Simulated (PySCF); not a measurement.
# A gas-phase reaction: ClGeH5Si → ClGeH2 + H3Si

Wanted: the reaction energy for `[SiH3][GeH2][Cl]` → `[Cl][GeH2]` + `[SiH3]`.

Computed with PySCF 2.14.0; each step states its level. No surroundings beyond the atoms listed, unless a continuum is named. Atoms count from 0, parts from 1.

## 1. Starting point

Each species was relaxed by itself at PBE0-D3(BJ)/def2-SVPD.

## 2. Energies of the species: wB97M-D3(BJ)/def2-TZVPD

What the job is given:

```
{"job": {"kind": "react", "xc": "wB97M-D3(BJ)", "basis": "def2-TZVPD"}, "charge": 0, "multiplicity": 1}
-1 ClGeH5Si charge 0 multiplicity 1
Si    -1.091890     0.270040     0.013160
Ge     1.235880    -0.227420     0.097580
Cl     2.262870     1.673740    -0.271630
H     -1.877160    -0.981850     0.231820
H     -1.410860     0.839000    -1.327440
H     -1.409800     1.258880     1.082690
H      1.733860    -0.707750     1.470380
H      1.721810    -1.183460    -1.003890

+1 ClGeH2 charge 0 multiplicity 2
Cl    -0.008380    -1.653560    -0.911850
Ge    -0.387740     0.307240    -0.036280
H      0.738520     1.235030    -0.549140
H     -0.342410     0.111260     1.497240

+1 H3Si charge 0 multiplicity 2
Si    -0.067430     0.208750    -0.261830
H      0.978860    -0.753480    -0.718880
H     -1.329150    -0.500530     0.104920
H      0.428420     1.047050     0.869940
```

Level: wB97M-D3(BJ)/def2-TZVPD reaction energy of separated species, gas phase.

Launch:

```
> OMP_NUM_THREADS=1 python cluster_run.py task.json out
```

The driver reads the jobs from task.json and runs them one after another.

Log:

```text
species 1 (ClGeH5Si)
coarse grid: 32504 points
cycle   1  E = -2829.8015925344  dE = -7.306e-01  |g| = 6.637e-01  |ddm| = 2.149e+00
cycle   2  E = -2829.8165802569  dE = -1.499e-02  |g| = 6.967e-01  |ddm| = 8.200e-01
cycle   3  E = -2829.8622157025  dE = -4.564e-02  |g| = 3.060e-02  |ddm| = 3.875e-01
cycle   4  E = -2829.8625429875  dE = -3.273e-04  |g| = 1.455e-02  |ddm| = 5.136e-02
cycle   5  E = -2829.8626065804  dE = -6.359e-05  |g| = 3.606e-03  |ddm| = 1.763e-02
cycle   6  E = -2829.8626116601  dE = -5.080e-06  |g| = 6.740e-04  |ddm| = 6.488e-03
final grid: 63576 points
cycle   7  E = -2829.8624781315  dE = -2.970e-07  |g| = 3.790e-04  |ddm| = 2.453e-03
cycle   8  E = -2829.8624781739  dE = -4.239e-08  |g| = 2.391e-04  |ddm| = 6.422e-04
cycle   9  E = -2829.8624781859  dE = -1.200e-08  |g| = 6.011e-05  |ddm| = 2.303e-04
cycle  10  E = -2829.8624781880  dE = -2.099e-09  |g| = 3.574e-05  |ddm| = 1.014e-04
cycle  11  E = -2829.8624781883  dE = -3.565e-10  |g| = 5.071e-06  |ddm| = 5.194e-05
converged SCF energy = -2829.8624781883

species 2 (ClGeH2)
coarse grid: 18680 points
cycle   1  E = -2538.4224918741  dE = -6.611e-01  |g| = 4.519e-01  |ddm| = 1.120e+00
cycle   2  E = -2538.4350925821  dE = -1.260e-02  |g| = 4.803e-01  |ddm| = 5.614e-01
cycle   3  E = -2538.4785389589  dE = -4.345e-02  |g| = 1.996e-02  |ddm| = 2.583e-01
cycle   4  E = -2538.4789758295  dE = -4.369e-04  |g| = 9.603e-03  |ddm| = 4.245e-02
cycle   5  E = -2538.4790823700  dE = -1.065e-04  |g| = 3.939e-03  |ddm| = 1.841e-02
cycle   6  E = -2538.4791091719  dE = -2.680e-05  |g| = 1.274e-03  |ddm| = 1.089e-02
cycle   7  E = -2538.4791148755  dE = -5.704e-06  |g| = 4.895e-04  |ddm| = 5.452e-03
final grid: 35528 points
cycle   8  E = -2538.4790436539  dE = -6.228e-07  |g| = 2.982e-04  |ddm| = 1.373e-03
cycle   9  E = -2538.4790438577  dE = -2.038e-07  |g| = 1.839e-04  |ddm| = 7.388e-04
cycle  10  E = -2538.4790439201  dE = -6.247e-08  |g| = 1.061e-04  |ddm| = 3.569e-04
cycle  11  E = -2538.4790439648  dE = -4.462e-08  |g| = 1.597e-05  |ddm| = 6.223e-04
cycle  12  E = -2538.4790439649  dE = -1.710e-10  |g| = 4.415e-06  |ddm| = 2.957e-05
converged SCF energy = -2538.4790439649

species 3 (H3Si)
coarse grid: 13832 points
cycle   1  E = -291.2610816661  dE = -2.789e-01  |g| = 9.383e-02  |ddm| = 9.261e-01
cycle   2  E = -291.2672995748  dE = -6.218e-03  |g| = 4.028e-02  |ddm| = 2.392e-01
cycle   3  E = -291.2679948314  dE = -6.953e-04  |g| = 9.325e-03  |ddm| = 5.138e-02
cycle   4  E = -291.2681306240  dE = -1.358e-04  |g| = 2.450e-03  |ddm| = 3.025e-02
cycle   5  E = -291.2681439863  dE = -1.336e-05  |g| = 7.996e-04  |ddm| = 7.244e-03
cycle   6  E = -291.2681457107  dE = -1.724e-06  |g| = 1.806e-04  |ddm| = 2.333e-03
final grid: 28048 points
cycle   7  E = -291.2681335450  dE = -7.290e-08  |g| = 9.029e-05  |ddm| = 4.984e-04
cycle   8  E = -291.2681335613  dE = -1.627e-08  |g| = 4.418e-05  |ddm| = 1.498e-04
cycle   9  E = -291.2681335665  dE = -5.185e-09  |g| = 1.544e-05  |ddm| = 1.043e-04
cycle  10  E = -291.2681335669  dE = -3.866e-10  |g| = 1.704e-06  |ddm| = 3.558e-05
converged SCF energy = -291.2681335669

Reaction energy = 73.945 kcal/mol
```

Wall time 39 s (1 thread of Arm Neoverse N1, shared host); peak memory 0.68 GiB.

Species by species (with the dispersion term, which the log's SCF energies lack):

| ν | species | energy (Eh) | HOMO (eV) |
| --- | --- | --- | --- |
| -1 | [SiH3][GeH2][Cl] | -2829.86989 | -10.32 |
| +1 | [Cl][GeH2] | -2538.48179 | -8.80 |
| +1 | [SiH3] | -291.27026 | -8.24 |

## 3. Reaction energy: PBE0-D3(BJ)/def2-TZVPD

Same as in step 2 but for these lines:

```diff
@@ -1,2 +1,2 @@
-{"job": {"kind": "react", "xc": "wB97M-D3(BJ)", "basis": "def2-TZVPD"}, "charge": 0, "multiplicity": 1}
+{"job": {"kind": "react", "xc": "PBE0", "basis": "def2-TZVPD", "disp": "d3bj"}, "charge": 0, "multiplicity": 1}
 -1 ClGeH5Si charge 0 multiplicity 1
```

Level: PBE0-D3(BJ)/def2-TZVPD reaction energy of separated species, gas phase.

Log:

```text
species 1 (ClGeH5Si)
coarse grid: 32504 points
cycle   1  E = -2829.1715239197  dE = -6.877e-01  |g| = 6.875e-01  |ddm| = 2.109e+00
cycle   2  E = -2829.1357338230  dE =  3.579e-02  |g| = 8.695e-01  |ddm| = 9.255e-01
cycle   3  E = -2829.2210791547  dE = -8.535e-02  |g| = 4.221e-02  |ddm| = 5.458e-01
cycle   4  E = -2829.2213864052  dE = -3.073e-04  |g| = 1.769e-02  |ddm| = 4.359e-02
cycle   5  E = -2829.2214751932  dE = -8.879e-05  |g| = 2.761e-03  |ddm| = 1.748e-02
cycle   6  E = -2829.2214770413  dE = -1.848e-06  |g| = 5.058e-04  |ddm| = 2.700e-03
final grid: 63576 points
cycle   7  E = -2829.2214382274  dE = -2.911e-08  |g| = 4.855e-04  |ddm| = 1.777e-03
cycle   8  E = -2829.2214382217  dE =  5.705e-09  |g| = 5.696e-04  |ddm| = 8.155e-04
cycle   9  E = -2829.2214382702  dE = -4.853e-08  |g| = 6.251e-05  |ddm| = 3.925e-04
cycle  10  E = -2829.2214382707  dE = -4.702e-10  |g| = 5.601e-06  |ddm| = 5.104e-05
converged SCF energy = -2829.2214382707

species 2 (ClGeH2)
coarse grid: 18680 points
cycle   1  E = -2537.9463779575  dE = -5.969e-01  |g| = 4.766e-01  |ddm| = 1.137e+00
cycle   2  E = -2537.8989432969  dE =  4.743e-02  |g| = 6.250e-01  |ddm| = 6.685e-01
cycle   3  E = -2537.9974852175  dE = -9.854e-02  |g| = 4.430e-02  |ddm| = 4.086e-01
cycle   4  E = -2537.9983186565  dE = -8.334e-04  |g| = 1.593e-02  |ddm| = 5.231e-02
cycle   5  E = -2537.9984781173  dE = -1.595e-04  |g| = 2.463e-03  |ddm| = 2.013e-02
cycle   6  E = -2537.9984840778  dE = -5.960e-06  |g| = 5.356e-04  |ddm| = 4.992e-03
final grid: 35528 points
cycle   7  E = -2537.9984909421  dE = -2.746e-07  |g| = 4.364e-04  |ddm| = 1.184e-03
cycle   8  E = -2537.9984909884  dE = -4.633e-08  |g| = 4.199e-04  |ddm| = 7.945e-04
cycle   9  E = -2537.9984910683  dE = -7.992e-08  |g| = 4.612e-05  |ddm| = 3.399e-04
cycle  10  E = -2537.9984910721  dE = -3.719e-09  |g| = 3.370e-05  |ddm| = 1.365e-04
cycle  11  E = -2537.9984910729  dE = -8.658e-10  |g| = 5.694e-06  |ddm| = 6.641e-05
converged SCF energy = -2537.9984910729

species 3 (H3Si)
coarse grid: 3488 points
cycle   1  E = -291.1043845006  dE = -2.234e-01  |g| = 8.425e-02  |ddm| = 8.805e-01
cycle   2  E = -291.1086394636  dE = -4.255e-03  |g| = 4.072e-02  |ddm| = 1.329e-01
cycle   3  E = -291.1093456162  dE = -7.062e-04  |g| = 7.864e-03  |ddm| = 3.649e-02
cycle   4  E = -291.1094051473  dE = -5.953e-05  |g| = 1.156e-03  |ddm| = 1.635e-02
cycle   5  E = -291.1094071800  dE = -2.033e-06  |g| = 3.819e-04  |ddm| = 2.381e-03
final grid: 28048 points
cycle   6  E = -291.1088748070  dE = -3.244e-06  |g| = 6.855e-04  |ddm| = 4.972e-03
cycle   7  E = -291.1088749133  dE = -1.062e-07  |g| = 4.256e-04  |ddm| = 9.786e-04
cycle   8  E = -291.1088749614  dE = -4.816e-08  |g| = 2.513e-05  |ddm| = 3.360e-04
cycle   9  E = -291.1088749627  dE = -1.310e-09  |g| = 9.052e-06  |ddm| = 7.592e-05
cycle  10  E = -291.1088749629  dE = -1.298e-10  |g| = 3.422e-06  |ddm| = 1.748e-05
converged SCF energy = -291.1088749629

Reaction energy = 73.280 kcal/mol
```

Wall time 20 s (1 thread of Arm Neoverse N1, shared host); peak memory 0.64 GiB.

Reaction energy at this level: 73.28 kcal/mol.

## 4. Comparing the runs

Energies in kcal/mol, with wall time:

| run | reaction | time |
| --- | --- | --- |
| wB97M-D3(BJ)/def2-TZVPD | 73.95 | 39 s |
| PBE0-D3(BJ)/def2-TZVPD | 73.28 | 20 s |

## 5. Results

```
                                                quantity                    value
               reaction energy (wB97M-D3(BJ)/def2-TZVPD)           73.95 kcal/mol
                     ΔH, ΔG at 298 K (xTB thermal terms)    +70.8, +59.8 kcal/mol
range of the reaction energy over the runs of this table  73.28 to 73.95 kcal/mol
```

The reaction is endothermic by 70.8 kcal/mol in the gas phase; dispersion gives +1.59, and xTB itself gave 74.17 for the electronic energy (xTB energies and thermal terms come from the earlier relaxation of each species, not shown). No barrier was sought. The reaction energy runs from 73.28 (PBE0-D3(BJ)/def2-TZVPD) to 73.95 kcal/mol (wB97M-D3(BJ)/def2-TZVPD).
